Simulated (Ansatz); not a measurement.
# ClGaH2O2: the cost of one run

All numbers below are computed with Ansatz 0.2.0 (RKS B3LYP-D4/def2-SVP).

## Step 1: The structure to begin with

Bond lengths: O1–Ga2 1.953 Å, Ga2–O3 1.510 Å, Ga2–Cl4 1.826 Å, O1–H5 0.994 Å, O3–H6 1.005 Å. Angles: O1–Ga2–O3 131.6°, O1–Ga2–Cl4 117.9°, O3–Ga2–Cl4 104.8°, Ga2–O1–H5 89.7°, Ga2–O3–H6 103.7°.

Coordinates:

```xyz
6

O    -0.2336    1.4575   -0.9564
Ga    0.2085   -0.3595   -0.3947
O     0.9466   -0.8835    0.8140
Cl   -0.9401   -1.7017   -0.8577
H    -0.7915    1.5681   -0.1410
H     0.8522   -0.1449    1.4897
```

## Step 2: End point A

input.yaml reads:

```yaml
crystal:
  periodic: [false, false, false]
  atoms:
    - { symbol: O, position_ang: [-0.2336, 1.4575, -0.9564] }
    - { symbol: Ga, position_ang: [0.2085, -0.3595, -0.3947] }
    - { symbol: O, position_ang: [0.9466, -0.8835, 0.814] }
    - { symbol: Cl, position_ang: [-0.9401, -1.7017, -0.8577] }
    - { symbol: H, position_ang: [-0.7915, 1.5681, -0.141] }
    - { symbol: H, position_ang: [0.8522, -0.1449, 1.4897] }
basis:
  gaussian: { orbitals: def2-SVP }
hamiltonian:
  xc: b3lyp
  dispersion: d4
relax:
  f_tol: 0.015
  max_steps: 40
output:
  orbitals: {}
```

Started as:

```sh
$ ansatz run input.yaml --threads 1 --pin off --max-ram 2048MiB --backend cpu --events-out ev --progress --plain --runs-dir out
```

Q: Estimate wall time and peak memory on 1 thread of Arm Neoverse V2, shared host.

About 60 s, with a peak of 0.19 GiB.
